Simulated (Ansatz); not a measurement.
I need a rigid scan of one bond length of BrClH₂OSn, SMILES [OH][SnH]([Cl])[Br]. Use Ansatz 0.2.0, Python API. Use (for the species named): MP2, def2-SVP basis, multiplicity 1.

```xyz
6

O     0.4777    0.9168   -1.2620
Sn    0.1008   -0.2063    0.2942
Cl    1.7126   -1.8893    0.3585
Br   -2.1015   -1.2454    0.0954
H    -0.3286    1.5895   -1.2892
H     0.1811    0.7707    1.7569
```

`brclh2osn.py`
```python
'''Stretching a bond of BrClH2OSn, the rest held rigid.'''

from dataclasses import dataclass

import ansatz as az
import numpy as np


@dataclass(frozen=True)
class Options:
    basis: str = 'def2-SVP'
    level: str = 'mp2'


cfg = Options()

geometry_ang = [
    ('O', (0.4777, 0.9168, -1.262)),
    ('Sn', (0.1008, -0.2063, 0.2942)),
    ('Cl', (1.7126, -1.8893, 0.3585)),
    ('Br', (-2.1015, -1.2454, 0.0954)),
    ('H', (-0.3286, 1.5895, -1.2892)),
    ('H', (0.1811, 0.7707, 1.7569)),
]
system = az.Crystal.molecule()
for symbol, xyz in geometry_ang:
    system = system.atom(symbol, xyz)

symbols = [site.symbol for site in system.cartesian_sites]
start = np.array([site.position_ang for site in system.cartesian_sites])
axis = (start[4] - start[0]) / np.linalg.norm(start[4] - start[0])
moving = [4]
lengths, energies = [0.924, 0.966, 1.008, 1.05, 1.092, 1.134, 1.176, 1.239], []
for length in lengths:
    xyz = start.copy()
    xyz[moving] += (length - np.linalg.norm(start[4] - start[0])) * axis
    point = az.Crystal.molecule()
    for symbol, place in zip(symbols, xyz):
        point = point.atom(symbol, place.tolist())
    setup = point.calculation()
    setup = setup.basis(gaussian=cfg.basis)
    setup = setup.correlation(cfg.level)
    report = setup.run(threads=1).report
    energies.append(report['free_energy_ev'])
    print(f'r = {length:6.3f} A  E = {energies[-1]:.5f} eV  <S^2> = {abs(report["mean_field"]["state"]["spin_squared"]):.3f}')

# quartic fit about the minimum
fit = np.polynomial.Polynomial.fit(lengths, np.array(energies) - min(energies), 4).convert()
roots = [r.real for r in fit.deriv().roots() if abs(r.imag) < 1e-9 and fit.deriv(2)(r.real) > 0]
r_e = min(roots, key=lambda r: abs(r - lengths[int(np.argmin(energies))]))
print(f'minimum of the fit at {r_e:.4f} A, force constant {fit.deriv(2)(r_e):.2f} eV/A^2')
```

```console
$ python brclh2osn.py
r =  0.924 A  E = -90383.16809 eV  <S^2> = 0.000
r =  0.966 A  E = -90383.22902 eV  <S^2> = 0.000
r =  1.008 A  E = -90383.19582 eV  <S^2> = 0.000
r =  1.050 A  E = -90383.09243 eV  <S^2> = 0.000
r =  1.092 A  E = -90382.93728 eV  <S^2> = 0.000
r =  1.134 A  E = -90382.74462 eV  <S^2> = 0.000
r =  1.176 A  E = -90382.52546 eV  <S^2> = 0.000
r =  1.239 A  E = -90382.16523 eV  <S^2> = 0.000
minimum of the fit at 0.9706 A, force constant 51.12 eV/A^2
```

Caveats:
- Total energies depend on the basis set; only differences at equal settings carry meaning.
- The rest of the molecule is held rigid at a force-field or estimated start geometry, and the basis set is modest; single-reference methods fail as a bond breaks.
- def2 sets replace the cores of elements past krypton by effective core potentials.
- The orbitals are restricted, so S² is zero by construction.
- S² is that of the Hartree-Fock reference.
- Hardware and time: 30 s on 1 thread of Intel(R) Xeon(R) Platinum 8259CL CPU @ 2.50GHz (Skylake/Cascade Lake), on a shared host, peak memory 0.29 GiB.
